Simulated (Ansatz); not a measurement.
**CH4BBrO: up Jacob's ladder to CCSD(T)**

One table from this session's results is given with a row withheld; the runs are named, their logs left out.

Program: Ansatz 0.2.0, Gaussian basis. Level of theory: functionals in def2-TZVPP, the program's frozen cores in correlated methods. These are calculated values, not measurements.

The runs, in order: LDA (SPW92), PBE-D4, revPBE-D4, BLYP-D4, r2SCAN-D4, B97M-V, PBE0-D4, B3LYP-D4, r2SCANh-D4, r2SCAN0-D4, HSE06-D4, BHLYP-D4, CAM-B3LYP-D4, LC-ωPBE, ωB97X-V, ωB97M-V, B2PLYP, PBE-QIDH; CCSD(T)/def2-SVP; CCSD(T)/def2-TZVPP; MP2/def2-QZVPP; extrapolation to the limit; RPA on PBE.

## The geometry

All runs share one geometry, relaxed beforehand with PBE0-D4 in a triple-zeta def2 set.

SMILES `OCBBr`, 8 atoms, charge 0, spin multiplicity 1.

Atoms are counted from 1 here; the program's logs count them from 0.

Bond lengths: O1–C2 1.403 Å, O1–H5 0.963 Å, C2–B3 1.547 Å, C2–H6 1.105 Å, C2–H7 1.105 Å, B3–Br4 1.910 Å, B3–H8 1.190 Å. Angles: C2–O1–H5 108.4°, O1–C2–B3 119.9°, O1–C2–H6 110.0°, O1–C2–H7 110.0°, B3–C2–H6 106.1°, B3–C2–H7 106.0°, H6–C2–H7 103.5°, C2–B3–Br4 120.3°, C2–B3–H8 122.4°, Br4–B3–H8 117.3°.

Set-up of the first run:

File in.yaml:

```yaml
crystal:
  periodic: [false, false, false]
  atoms:
    - {symbol: O, position_ang: [-0.066147, 1.516741, -0.435498]}
    - {symbol: C, position_ang: [0.534413, 0.403892, 0.171489]}
    - {symbol: B, position_ang: [-0.175835, -0.970194, 0.137884]}
    - {symbol: Br, position_ang: [-1.866743, -1.159243, -0.730137]}
    - {symbol: H, position_ang: [-0.903732, 1.237321, -0.820164]}
    - {symbol: H, position_ang: [0.736989, 0.618643, 1.236185]}
    - {symbol: H, position_ang: [1.540257, 0.238143, -0.255039]}
    - {symbol: H, position_ang: [0.292898, -1.942404, 0.639480]}
basis:
  gaussian: {orbitals: def2-TZVPP}
hamiltonian: {xc: lda}
output: {orbitals: {seedname: orbitals}}
```

Launch:

```bash
ansatz run in.yaml --threads 2 --pin off --events-out ev --progress --plain --max-ram 4352MiB
```

Among the steps run: LDA; PBE-D4 (GGA); revPBE-D4 (GGA); BLYP-D4 (GGA); r2SCAN-D4 (meta-GGA); B97M-V (meta-GGA); PBE0-D4 (hybrid); B3LYP-D4 (hybrid); r2SCANh-D4 (hybrid); r2SCAN0-D4 (hybrid); HSE06-D4 (hybrid); BHLYP-D4 (hybrid); CAM-B3LYP-D4 (range-separated); LC-ωPBE (range-separated); ωB97X-V (range-separated); ωB97M-V (range-separated); B2PLYP (double hybrid); PBE-QIDH (double hybrid).

One of the session's tables, all rows but one given; the rest of the session is left out.

```
  functional  HOMO (eV)  LUMO (eV)  gap (eV)
 LDA (SPW92)      -6.63      -2.84      3.79
      PBE-D4      -6.47      -2.59      3.88
   revPBE-D4      -6.41      -2.48      3.93
     BLYP-D4          ?          ?         ?
   r2SCAN-D4      -6.83      -2.27      4.56
      B97M-V      -6.97      -2.24      4.73
     PBE0-D4      -8.14      -1.65      6.49
    B3LYP-D4      -7.88      -1.85      6.03
  r2SCANh-D4      -7.46      -1.94      5.52
  r2SCAN0-D4      -8.40      -1.46      6.95
    HSE06-D4      -7.73      -2.04      5.70
    BHLYP-D4      -9.72      -0.60      9.13
CAM-B3LYP-D4      -9.62      -0.53      9.09
     LC-ωPBE     -10.98       0.62     11.60
     ωB97X-V     -10.65       0.55     11.20
     ωB97M-V     -10.58       0.35     10.93
```

Estimate the missing values for BLYP-D4.

Worked estimate for «HOMO (eV)». Against the share of exact exchange, B3LYP-D4 (0.2, -7.88), BHLYP-D4 (0.5, -9.72) give a slope of -6.13 per unit share; at 0 the line stands at -6.65.

**Answer.** HOMO (eV): -6.37; LUMO (eV): -2.43; gap (eV): 3.95. In «HOMO (eV)» the line misses by -0.28.

Caveats from the session: All levels share the lack of spin-orbit coupling, which lowers the free heavy atoms and so the true binding.
